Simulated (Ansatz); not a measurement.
# GaH2O2 (SMILES [OH][Ga][OH]): UBHLYP/def2-SVPD

Aim: the electronic atomisation energy of GaH2O2 at UBHLYP/def2-SVPD, from 4 runs. 

The calculation is run with Ansatz 0.2.0.

48 further runs of the same task are left out: 48 set aside as unsound or not needed.

## Step 1: The structure to begin with

GaH2O2: 5 atoms, total charge 0, spin state doublet. SMILES: `[OH][Ga][OH]`. The shape is that of a PBE0-D4/def2-TZVP optimisation. This is one conformer, not always the lowest.

Bond lengths: O1–Ga2 1.804 Å, Ga2–O3 1.795 Å, O1–H4 0.960 Å, O3–H5 0.963 Å. Angles: O1–Ga2–O3 114.9°, Ga2–O1–H4 114.9°, Ga2–O3–H5 111.1°.

## Step 2: A single-point energy at UBHLYP/def2-SVPD

in.yaml reads:

```yaml
crystal:
  periodic: [false, false, false]
  atoms:
    - {symbol: O, position_ang: [-0.370600, 0.021600, -1.274400]}
    - {symbol: Ga, position_ang: [-0.311700, -0.753800, 0.353600]}
    - {symbol: O, position_ang: [0.618200, 0.154900, 1.591100]}
    - {symbol: H, position_ang: [-0.867400, -0.464600, -1.936500]}
    - {symbol: H, position_ang: [0.981500, 0.968200, 1.224700]}
basis:
  gaussian:
    orbitals: def2-SVPD
accuracy: high
magnetization:
  spin_polarized: true
  initial_magnetization: 1
output: {orbitals: {seedname: orbitals}}
hamiltonian:
  xc: {name: BHLYP}
```

On the command line:

```
$ ansatz run in.yaml --threads 1 --pin off --max-ram 3480MiB --events-out events.jsonl --progress --plain --runs-dir runs
```

What it wrote:

```text
Warning: RAYON_NUM_THREADS=1 ignored (pool sized by the plan → 1); use --threads N
Functional definition: BHLYP
  name "BHLYP"
  parameter a = 0.5
  exchange = (1 - a)*b88_x + a*exact_x
  correlation = lyp_c
1902 factors; integrals over basis functions are off by at most 4.3e-9 eV
mean field evaluation 1: about -56483.9701 eV, gradient 4.9e1 eV
mean field evaluation 2: about -56470.4786 eV, gradient 7.6e1 eV
mean field evaluation 4: about -56492.8516 eV, gradient 3.0e0 eV
mean field evaluation 8: about -56492.9180 eV, gradient 2.0e-1 eV
mean field evaluation 16: about -56492.9184 eV, gradient 2.4e-4 eV
mean field -56492.91840868 eV, -2076.0764592437 hartree, gradient 3.7e-8 eV, S^2 0.753948; 0 other end points of the search recorded, 0 dependent functions left out
reference -56492.91843209 eV, -2076.0764601039 hartree; 25, 24 occupied and 75, 76 virtual orbitals, 1902 factors
Total energy: -56492.91843209 eV, -2076.0764601039 hartree
```

Run time: 7.5 s. Hardware: 1 thread of Intel Xeon 6975P-C (Granite Rapids), shared host; peak memory 0.47 GiB.

## Step 3: The Ga atom

in.yaml reads:

```yaml
crystal:
  periodic: [false, false, false]
  atoms:
    - symbol: Ga
      position_ang: [0.000000, 0.000000, 0.000000]
basis:
  gaussian:
    orbitals: def2-SVPD
magnetization:
  spin_polarized: true
  initial_magnetization: 1
hamiltonian:
  xc: {name: BHLYP}
accuracy: high
```

On the command line:

```
$ ansatz run in.yaml --threads 1 --pin off --max-ram 3480MiB --events-out events.jsonl --progress --plain --runs-dir runs
```

What it wrote:

```text
Warning: RAYON_NUM_THREADS=1 ignored (pool sized by the plan → 1); use --threads N
[... 5 set-up lines as earlier in the session ...]
371 factors; integrals over basis functions are off by at most 3.9e-9 eV
mean field evaluation 1: about -52369.3004 eV, gradient 4.0e0 eV
mean field evaluation 2: about -52369.3445 eV, gradient 3.4e0 eV
mean field evaluation 4: about -52369.3673 eV, gradient 3.8e-1 eV
mean field evaluation 8: about -52369.3705 eV, gradient 1.8e-3 eV
mean field evaluation 16: about -52369.3705 eV, gradient 4.9e-8 eV
mean field -52369.37045415 eV, -1924.5388669558 hartree, gradient 8.2e-8 eV, S^2 0.754069; 0 other end points of the search recorded, 0 dependent functions left out
reference -52369.37046932 eV, -1924.5388675132 hartree; 16, 15 occupied and 22, 23 virtual orbitals, 371 factors
Total energy: -52369.37046932 eV, -1924.5388675132 hartree
```

It took 0.91 s on 1 thread of Intel Xeon 6975P-C (Granite Rapids), shared host; peak memory 0.12 GiB.

## Step 4: The H atom

input.yaml reads:

```yaml
crystal:
  periodic: [false, false, false]
  atoms:
    - {symbol: H, position_ang: [0.000000, 0.000000, 0.000000]}
basis:
  gaussian: {orbitals: def2-SVPD}
magnetization: {spin_polarized: true, initial_magnetization: 1}
hamiltonian: {xc: {name: BHLYP}}
accuracy: high
```

On the command line:

```
$ ansatz run input.yaml --threads 1 --pin off --max-ram 3480MiB --events-out events.jsonl --progress --plain --runs-dir runs
```

What it wrote:

```text
Warning: RAYON_NUM_THREADS=1 ignored (pool sized by the plan → 1); use --threads N
[... 5 set-up lines as earlier in the session ...]
33 factors; integrals over basis functions are off by at most 4.9e-10 eV
mean field evaluation 1: about -13.5381 eV, gradient 8.2e-1 eV
mean field evaluation 2: about -13.5466 eV, gradient 1.5e-1 eV
mean field evaluation 4: about -13.5469 eV, gradient 1.0e-4 eV
mean field evaluation 8: about -13.5469 eV, gradient 2.4e-8 eV
mean field -13.54689866 eV, -0.4978393432 hartree, gradient 2.4e-8 eV, S^2 0.750000; 0 other end points of the search recorded, 0 dependent functions left out
reference -13.54691167 eV, -0.4978398215 hartree; 1, 0 occupied and 7, 8 virtual orbitals, 33 factors
Total energy: -13.54691167 eV, -0.4978398215 hartree
```

It took 0.08 s on 1 thread of Intel Xeon 6975P-C (Granite Rapids), shared host.

## Step 5: The O atom

molecule.yaml reads:

```yaml
crystal:
  periodic: [false, false, false]
  atoms:
    - {symbol: O, position_ang: [0.000000, 0.000000, 0.000000]}
basis:
  gaussian: {orbitals: def2-SVPD}
magnetization: {spin_polarized: true, initial_magnetization: 2}
hamiltonian: {xc: {name: BHLYP}}
accuracy: high
```

Run the same way, it converges to -74.98871 Eh (log not shown).

## Step 6: What came out

At UBHLYP/def2-SVPD:

| quantity | value |
| --- | --- |
| molecule: total energy | -2076.07646 Eh |
| molecule: HOMO energy (highest over α and β) | -7.74 eV |
| molecule: LUMO energy (lowest over α and β) | -2.70 eV |
| molecule: ⟨S²⟩ | 0.754 |
| Ga atom: total energy | -1924.53887 Eh |
| Ga atom: ⟨S²⟩ | 0.754 |
| H atom: total energy | -0.49784 Eh |
| H atom: ⟨S²⟩ | 0.750 |
| O atom: total energy | -74.98871 Eh |
| O atom: ⟨S²⟩ | 2.005 |
| electronic atomisation energy | 15.361 eV |

Taking the molecule apart into free atoms costs 15.36 eV (354 kcal/mol), before zero-point energy and without spin-orbit coupling.
